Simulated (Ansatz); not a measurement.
# W2Br3: the cost of one run

Computed with Ansatz 0.2.0 (DFT PBE, scalar-relativistic, plane waves, PAW, unless a step's input says otherwise).

1 further run of the same task is left out (set aside as unsound or not needed).

### Step 1. The system as given

The structure is cubic, space group Pm-3m (No. 221). Conventional cell: a = 5.353 Å, b = 5.353 Å, c = 5.353 Å, α = 90.00°, β = 90.00°, γ = 90.00°. W (site symmetry m-3m) has 12 Br at 3.79 Å as nearest neighbours. W (site symmetry m-3m) has 6 Br at 2.68 Å as nearest neighbours. Br (site symmetry 4/mmm) has 6 W at 2.68 to 3.79 Å as nearest neighbours.

Coordinates:

```
W Br
1.0
     5.35309    0.00000    0.00000
     0.00000    5.35309    0.00000
     0.00000    0.00000    5.35309
W Br
2 3
Direct
  0.50000 0.50000 0.50000
  0.00000 0.00000 0.00000
  0.50000 0.00000 0.00000
  0.00000 0.50000 0.00000
  0.00000 0.00000 0.50000
```

Recipe of the guess: random cell by space group and Wyckoff sites (Pm-3m, No. 221). Lengths come from tabulated atomic sizes and are only a guess.

### Step 2. The guess as it stands, on a coarse mesh

Input file input.yaml:

```yaml
crystal:
  lattice:
    - [5.35309124, 0.0, 0.0]
    - [0.0, 5.35309124, 0.0]
    - [0.0, 0.0, 5.35309124]
  atoms:
    - { symbol: W, position: [0.5, 0.5, 0.5] }
    - { symbol: W, position: [0.0, 0.0, 0.0] }
    - { symbol: Br, position: [0.5, 0.0, 0.0] }
    - { symbol: Br, position: [0.0, 0.5, 0.0] }
    - { symbol: Br, position: [0.0, 0.0, 0.5] }
basis:
  ecutwfc: 420
kpoints:
  mp_grid: { grid: [4, 4, 4] }
hamiltonian:
  xc: pbe
scf:
  occupations: { method: gaussian, width: 0.1 }
  lower_state_search: "off"
output:
  forces: true
  stress: true
  eigenvalues: true
```

On the command line:

```
> ansatz run input.yaml --threads 1 --pin off --max-ram 2560MiB --backend cpu --events-out ev --progress --plain --runs-dir out
```

**Question.** How long does this run take on 1 thread of Intel Xeon 6975P-C (Granite Rapids), shared host, and how much memory does it need?

About 1.8 s, with a peak of 0.4 GiB.
